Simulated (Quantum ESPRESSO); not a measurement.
# SZnH2 in Quantum ESPRESSO: relaxation of the atoms with BLYP

Aim: the relaxation of the atoms of SZnH2 with BLYP.

Everything below comes from runs of Quantum ESPRESSO 7.5. Logs are shortened: lines on timing, memory, paths and dates and some standing lists are left out, and cuts for length are marked.

## (1) The structure

The cell holds a molecule in a box, 4 atoms: a = 11.000 Å, b = 13.000 Å, c = 11.000 Å, α = 90.00°, β = 90.00°, γ = 90.00°.

## (2) Relaxation of the atoms, BLYP

File pw.in:

```
&CONTROL
  calculation = 'relax'
  prefix = 'pwscf'
  outdir = './tmp'
  pseudo_dir = './pseudo'
  tprnfor = .true.
  disk_io = 'low'
  nstep = 40
  forc_conv_thr = 0.0004
  etot_conv_thr = 1d-05
  max_seconds = 1136
/
&SYSTEM
  ibrav = 0
  nat = 4
  ntyp = 3
  ecutwfc = 70
  nbnd = 21
  input_dft = 'blyp'
  occupations = 'fixed'
  assume_isolated = 'mt'
/
&ELECTRONS
  conv_thr = 8d-10
  electron_maxstep = 120
  mixing_beta = 0.5
/
&IONS
  ion_dynamics = 'bfgs'
/
ATOMIC_SPECIES
S     32.0600 S_ONCV_PBE-1.2.upf
Zn    65.3800 Zn_ONCV_PBE-1.2.upf
H      1.0080 H_ONCV_PBE-1.2.upf
CELL_PARAMETERS bohr
  20.7869873709    0.0000000000    0.0000000000
   0.0000000000   24.5664396201    0.0000000000
   0.0000000000    0.0000000000   20.7869873709
ATOMIC_POSITIONS bohr
S      9.8200563685    9.0550950632   10.9632460931
Zn     9.3255150228   12.8957746467    9.6009426055
H     11.8949756156    9.6673664032   12.2972038212
H      8.9411447102   15.5907130731    8.6182849640
K_POINTS gamma
```

Potentials or basis: SG15 PBE 1.2.

Run with:

```console
$ OMP_NUM_THREADS=1 pw.x -in pw.in > pw.out
```

pw.out:

```text
This program is part of the open-source Quantum ESPRESSO suite
     for quantum simulation of materials; please cite
         "P. Giannozzi et al., J. Phys.:Condens. Matter 21 395502 (2009);
         "P. Giannozzi et al., J. Phys.:Condens. Matter 29 465901 (2017);
         "P. Giannozzi et al., J. Chem. Phys. 152 154105 (2020);
     in publications or presentations arising from this work. More details at

     IMPORTANT: XC functional enforced from input :
     Exchange-correlation= BLYP
                           (   1   3   1   3   0   0   0)
     Any further DFT definition will be discarded
     Please, verify this is what you really want

     gamma-point specific algorithms are used

     G-vector sticks info
     --------------------
     sticks:   dense  smooth     PW     G-vecs:    dense   smooth      PW
     Sum       11385   11385   2843               839707   839707  104945

     Using Slab Decomposition

     bravais-lattice index     =            0
     lattice parameter (alat)  =      20.7870  a.u.
     unit-cell volume          =   10615.1302 (a.u.)^3
     number of atoms/cell      =            4
     number of atomic types    =            3
     number of electrons       =        28.00
     number of Kohn-Sham states=           21
     kinetic-energy cutoff     =      70.0000  Ry
     charge density cutoff     =     280.0000  Ry
     scf convergence threshold =      8.0E-10
     mixing beta               =       0.5000
     number of iterations used =            8  plain     mixing
     energy convergence thresh.=      1.0E-05
     force convergence thresh. =      4.0E-04
     Exchange-correlation= BLYP
                           (   1   3   1   3   0   0   0)
     nstep                     =           40

     Assuming isolated system, Martyna-Tuckerman method

     celldm(1)=  20.786987  celldm(2)=   0.000000  celldm(3)=   0.000000
     celldm(4)=   0.000000  celldm(5)=   0.000000  celldm(6)=   0.000000

     crystal axes: (cart. coord. in units of alat)
               a(1) = (   1.000000   0.000000   0.000000 )
               a(2) = (   0.000000   1.181818   0.000000 )
               a(3) = (   0.000000   0.000000   1.000000 )

     reciprocal axes: (cart. coord. in units 2 pi/alat)
               b(1) = (  1.000000  0.000000  0.000000 )
               b(2) = (  0.000000  0.846154  0.000000 )
               b(3) = (  0.000000  0.000000  1.000000 )

     PseudoPot. # 1 for S  read from file:
     S_ONCV_PBE-1.2.upf
     Pseudo is Norm-conserving, Zval =  6.0
     Generated using ONCVPSP code by D. R. Hamann
     Using radial grid of  602 points,  4 beta functions with:
                l(1) =   0
                l(2) =   0
                l(3) =   1
                l(4) =   1

     PseudoPot. # 2 for Zn read from file:
     Zn_ONCV_PBE-1.2.upf
     Pseudo is Norm-conserving, Zval = 20.0
     Generated using ONCVPSP code by D. R. Hamann
     Using radial grid of  602 points,  6 beta functions with:
                l(1) =   0
                l(2) =   0
                l(3) =   1
                l(4) =   1
                l(5) =   2
                l(6) =   2

     PseudoPot. # 3 for H  read from file:
     H_ONCV_PBE-1.2.upf
     Pseudo is Norm-conserving, Zval =  1.0
     Generated using ONCVPSP code by D. R. Hamann
     Using radial grid of  602 points,  2 beta functions with:
                l(1) =   0
                l(2) =   0

     atomic species   valence    mass     pseudopotential
     S                 6.00    32.06000     S ( 1.00)
     Zn               20.00    65.38000     Zn( 1.00)
     H                 1.00     1.00800     H ( 1.00)

     No symmetry found

   Cartesian axes

     site n.     atom                  positions (alat units)
         1        S      tau(   1) = (   0.4724136   0.4356136   0.5274091  )
         2        Zn     tau(   2) = (   0.4486227   0.6203773   0.4618727  )
         3        H      tau(   3) = (   0.5722318   0.4650682   0.5915818  )
         4        H      tau(   4) = (   0.4301318   0.7500227   0.4146000  )

     number of k points=     1
                       cart. coord. in units 2pi/alat
        k(    1) = (   0.0000000   0.0000000   0.0000000), wk =   2.0000000

     Dense  grid:   419854 G-vectors     FFT dimensions: ( 120, 135, 120)

     Initial potential from superposition of free atoms

     starting charge      27.9627, renormalised to      28.0000

     negative rho (up, down):  7.433E-04 0.000E+00
     Starting wfcs are random

     Self-consistent Calculation

     iteration #  1     ecut=    70.00 Ry     beta= 0.50
     Davidson diagonalization with overlap
     ethr =  1.00E-02,  avg # of iterations = 28.0

     negative rho (up, down):  1.570E-08 0.000E+00

     total energy              =    -413.34646285 Ry
     estimated scf accuracy    <      10.14776685 Ry
[... 164 lines left out ...]
     atom    1 type  1   force =    -0.00588780   -0.00357026   -0.00337692
     atom    2 type  2   force =    -0.00129867    0.01007418   -0.00354226
     atom    3 type  3   force =     0.00642412    0.00118840    0.00434458
     atom    4 type  3   force =     0.00076236   -0.00769232    0.00257460

     Total force =     0.017392     Total SCF correction =     0.000095

     BFGS Geometry Optimization
     Energy error            =      3.0E-04 Ry
     Gradient error          =      1.0E-02 Ry/Bohr

     number of scf cycles    =   1
     number of bfgs steps    =   0

     energy             new  =    -422.7898266230 Ry

     new trust radius        =       0.0107574738 bohr
     new conv_thr            =       0.0000000008 Ry

ATOMIC_POSITIONS (bohr)
S                9.8141685635        9.0515248008       10.9598691769
Zn               9.3242163531       12.9058488262        9.5974003453
H               11.9013997349        9.6685548037       12.3015483996
H                8.9419070656       15.5830207554        8.6208595620

     NEW-OLD atomic charge density approx. for the potential

     negative rho (up, down):  9.392E-06 0.000E+00

     Self-consistent Calculation

     iteration #  1     ecut=    70.00 Ry     beta= 0.50
     Davidson diagonalization with overlap
     ethr =  1.00E-06,  avg # of iterations =  7.0

     Threshold (ethr) on eigenvalues was too large:
     Diagonalizing with lowered threshold

     Davidson diagonalization with overlap
     ethr =  6.50E-08,  avg # of iterations =  4.0

     negative rho (up, down):  3.645E-06 0.000E+00

     total energy              =    -422.79000232 Ry
     estimated scf accuracy    <       0.00002160 Ry

     iteration #  2     ecut=    70.00 Ry     beta= 0.50
     Davidson diagonalization with overlap
     ethr =  7.71E-08,  avg # of iterations =  2.0
[... 65 lines left out ...]
     atom    1 type  1   force =     0.00002594    0.00108168   -0.00033678
     atom    2 type  2   force =    -0.00040226    0.00242153   -0.00087661
     atom    3 type  3   force =     0.00022405   -0.00068416    0.00036143
     atom    4 type  3   force =     0.00015228   -0.00281905    0.00085195

     Total force =     0.004174     Total SCF correction =     0.000061
     Energy error            =      1.8E-04 Ry
     Gradient error          =      2.8E-03 Ry/Bohr

     number of scf cycles    =   2
     number of bfgs steps    =   1

     energy             old  =    -422.7898266230 Ry
     energy             new  =    -422.7900040119 Ry

     CASE: energy            _new < energy            _old

     new trust radius        =       0.0038916375 bohr
     new conv_thr            =            5.6E-11 Ry

ATOMIC_POSITIONS (bohr)
S                9.8139538513        9.0526784430       10.9593224949
Zn               9.3236776181       12.9091861781        9.5961965801
H               11.9019379319        9.6677804415       12.3021651988
H                8.9421223158       15.5793041236        8.6219932100

     NEW-OLD atomic charge density approx. for the potential

     negative rho (up, down):  1.746E-06 0.000E+00

     Self-consistent Calculation

     iteration #  1     ecut=    70.00 Ry     beta= 0.50
     Davidson diagonalization with overlap
     ethr =  1.00E-06,  avg # of iterations =  5.0

     Threshold (ethr) on eigenvalues was too large:
     Diagonalizing with lowered threshold

     Davidson diagonalization with overlap
     ethr =  3.41E-09,  avg # of iterations =  6.0

     negative rho (up, down):  6.312E-07 0.000E+00

     total energy              =    -422.79001817 Ry
     estimated scf accuracy    <       0.00000109 Ry

     iteration #  2     ecut=    70.00 Ry     beta= 0.50
     Davidson diagonalization with overlap
     ethr =  3.88E-09,  avg # of iterations =  1.0
[... 61 lines left out ...]
     atom    1 type  1   force =     0.00024636    0.00161959   -0.00032046
     atom    2 type  2   force =    -0.00001382   -0.00007135    0.00005737
     atom    3 type  3   force =    -0.00009914   -0.00070636    0.00013338
     atom    4 type  3   force =    -0.00013340   -0.00084188    0.00012972

     Total force =     0.002016     Total SCF correction =     0.000006
     Energy error            =      1.4E-05 Ry
     Gradient error          =      1.6E-03 Ry/Bohr

     number of scf cycles    =   3
     number of bfgs steps    =   2

     energy             old  =    -422.7900040119 Ry
     energy             new  =    -422.7900179410 Ry

     CASE: energy            _new < energy            _old

     new trust radius        =       0.0023480597 bohr
     new conv_thr            =            1.1E-11 Ry

ATOMIC_POSITIONS (bohr)
S                9.8140864621        9.0549411021       10.9587091659
Zn               9.3235209852       12.9100016229        9.5959462996
H               11.9020756321        9.6667311051       12.3025710768
H                8.9420086378       15.5772753561        8.6224509415

     NEW-OLD atomic charge density approx. for the potential

     negative rho (up, down):  7.647E-07 0.000E+00

     Self-consistent Calculation

     iteration #  1     ecut=    70.00 Ry     beta= 0.50
     Davidson diagonalization with overlap
     ethr =  1.00E-06,  avg # of iterations =  4.0

     Threshold (ethr) on eigenvalues was too large:
     Diagonalizing with lowered threshold

     Davidson diagonalization with overlap
     ethr =  2.35E-09,  avg # of iterations =  7.0

     negative rho (up, down):  2.627E-07 0.000E+00

     total energy              =    -422.79002244 Ry
     estimated scf accuracy    <       0.00000040 Ry

     iteration #  2     ecut=    70.00 Ry     beta= 0.50
     Davidson diagonalization with overlap
     ethr =  1.42E-09,  avg # of iterations =  2.0
[... 54 lines left out ...]
     atom    1 type  1   force =     0.00015611    0.00117261   -0.00027024
     atom    2 type  2   force =     0.00012596   -0.00049940    0.00026873
     atom    3 type  3   force =    -0.00002388   -0.00059905    0.00015958
     atom    4 type  3   force =    -0.00025819   -0.00007415   -0.00015807

     Total force =     0.001514     Total SCF correction =     0.000011
     Energy error            =      4.5E-06 Ry
     Gradient error          =      1.2E-03 Ry/Bohr

     number of scf cycles    =   4
     number of bfgs steps    =   3

     energy             old  =    -422.7900179410 Ry
     energy             new  =    -422.7900224438 Ry

     CASE: energy            _new < energy            _old

     new trust radius        =       0.0035120155 bohr
     new conv_thr            =            8.0E-12 Ry

ATOMIC_POSITIONS (bohr)
S                9.8143043050        9.0583175643       10.9577677304
Zn               9.3235776306       12.9101764279        9.5960766415
H               11.9022988907        9.6650009720       12.3032425438
H                8.9415108907       15.5754542221        8.6225905680

     NEW-OLD atomic charge density approx. for the potential

     negative rho (up, down):  1.223E-06 0.000E+00

     Self-consistent Calculation

     iteration #  1     ecut=    70.00 Ry     beta= 0.50
     Davidson diagonalization with overlap
     ethr =  1.00E-06,  avg # of iterations =  3.0

     Threshold (ethr) on eigenvalues was too large:
     Diagonalizing with lowered threshold

     Davidson diagonalization with overlap
     ethr =  3.50E-09,  avg # of iterations =  7.0

     negative rho (up, down):  4.349E-07 0.000E+00

     total energy              =    -422.79002536 Ry
     estimated scf accuracy    <       0.00000074 Ry

     iteration #  2     ecut=    70.00 Ry     beta= 0.50
     Davidson diagonalization with overlap
     ethr =  2.65E-09,  avg # of iterations =  2.0
[... 61 lines left out ...]
     atom    1 type  1   force =     0.00006264    0.00025766   -0.00009875
     atom    2 type  2   force =     0.00020125   -0.00023254    0.00024586
     atom    3 type  3   force =     0.00008179   -0.00043380    0.00019387
     atom    4 type  3   force =    -0.00034567    0.00040868   -0.00034098

     Total force =     0.000933     Total SCF correction =     0.000007
     Energy error            =      3.0E-06 Ry
     Gradient error          =      4.3E-04 Ry/Bohr

     number of scf cycles    =   5
     number of bfgs steps    =   4

     energy             old  =    -422.7900224438 Ry
     energy             new  =    -422.7900254681 Ry

     CASE: energy            _new < energy            _old

     new trust radius        =       0.0012518703 bohr
     new conv_thr            =            8.0E-12 Ry

ATOMIC_POSITIONS (bohr)
S                9.8144389849        9.0595077252       10.9574036459
Zn               9.3238103996       12.9100997303        9.5963485543
H               11.9024630964        9.6640115062       12.3036613027
H                8.9409792362       15.5753302244        8.6222639810

     NEW-OLD atomic charge density approx. for the potential

     negative rho (up, down):  2.809E-07 0.000E+00

     Self-consistent Calculation

     iteration #  1     ecut=    70.00 Ry     beta= 0.50
     Davidson diagonalization with overlap
     ethr =  1.00E-06,  avg # of iterations =  2.0

     Threshold (ethr) on eigenvalues was too large:
     Diagonalizing with lowered threshold

     Davidson diagonalization with overlap
     ethr =  2.62E-09,  avg # of iterations =  7.0

     negative rho (up, down):  8.743E-08 0.000E+00

     total energy              =    -422.79002623 Ry
     estimated scf accuracy    <       0.00000010 Ry

     iteration #  2     ecut=    70.00 Ry     beta= 0.50
     Davidson diagonalization with overlap
     ethr =  3.55E-10,  avg # of iterations =  4.0
[... 54 lines left out ...]
     atom    1 type  1   force =     0.00006001   -0.00011424   -0.00000277
     atom    2 type  2   force =     0.00017583    0.00015106    0.00012221
     atom    3 type  3   force =     0.00009890   -0.00037727    0.00019204
     atom    4 type  3   force =    -0.00033474    0.00034046   -0.00031147

     Total force =     0.000774     Total SCF correction =     0.000011
     Energy error            =      8.0E-07 Ry
     Gradient error          =      3.8E-04 Ry/Bohr

     bfgs converged in   6 scf cycles and   5 bfgs steps
     (criteria: energy <  1.0E-05 Ry, force <  4.0E-04 Ry/Bohr)

     End of BFGS Geometry Optimization

     Final energy             =    -422.7900262699 Ry

Begin final coordinates

ATOMIC_POSITIONS (bohr)
S                9.8144389849        9.0595077252       10.9574036459
Zn               9.3238103996       12.9100997303        9.5963485543
H               11.9024630964        9.6640115062       12.3036613027
H                8.9409792362       15.5753302244        8.6222639810
End final coordinates

=------------------------------------------------------------------------------=
   JOB DONE.
=------------------------------------------------------------------------------=
```

Wall time 10 min (1 thread of Intel Xeon at 2.50GHz (Skylake/Cascade Lake), shared host); peak memory 0.63 GiB.

Results:

- Free energy: -5752.3514 eV
- Energy gained by relaxing: 0.7 meV/atom
- Ionic steps: 6
- Largest force after relaxing: 0.015 eV/Å
- Gap between the frontier levels: 4.52 eV

Forces on the atoms (eV/Å):
```
S    0.002 -0.003  0.000
Zn   0.005  0.004  0.003
H    0.003 -0.010  0.005
H   -0.009  0.009 -0.008
```

The path:
```
step  energy change (eV)  largest force (eV/Å)
   1              0.0000                0.2766
   2             -0.0024                0.0758
   3             -0.0026                0.0429
   4             -0.0027                0.0312
   5             -0.0027                0.0163
   6             -0.0027                0.0147
```

Final structure:
```
S Zn H
1.0
    11.00000    0.00000    0.00000
     0.00000   13.00000    0.00000
     0.00000    0.00000   11.00000
S Zn H
1 1 2
Direct
  0.47214 0.36878 0.52713
  0.44854 0.52552 0.46165
  0.57259 0.39338 0.59189
  0.43012 0.63401 0.41479
```

Caveat: the potentials were made for another functional, which shifts forces and pressure; this is a molecule in a periodic box, so the gap is that between its Kohn-Sham HOMO and LUMO and the box isn't a crystal. Expect the measured gap to be larger: semilocal functionals such as BLYP lack the derivative discontinuity.
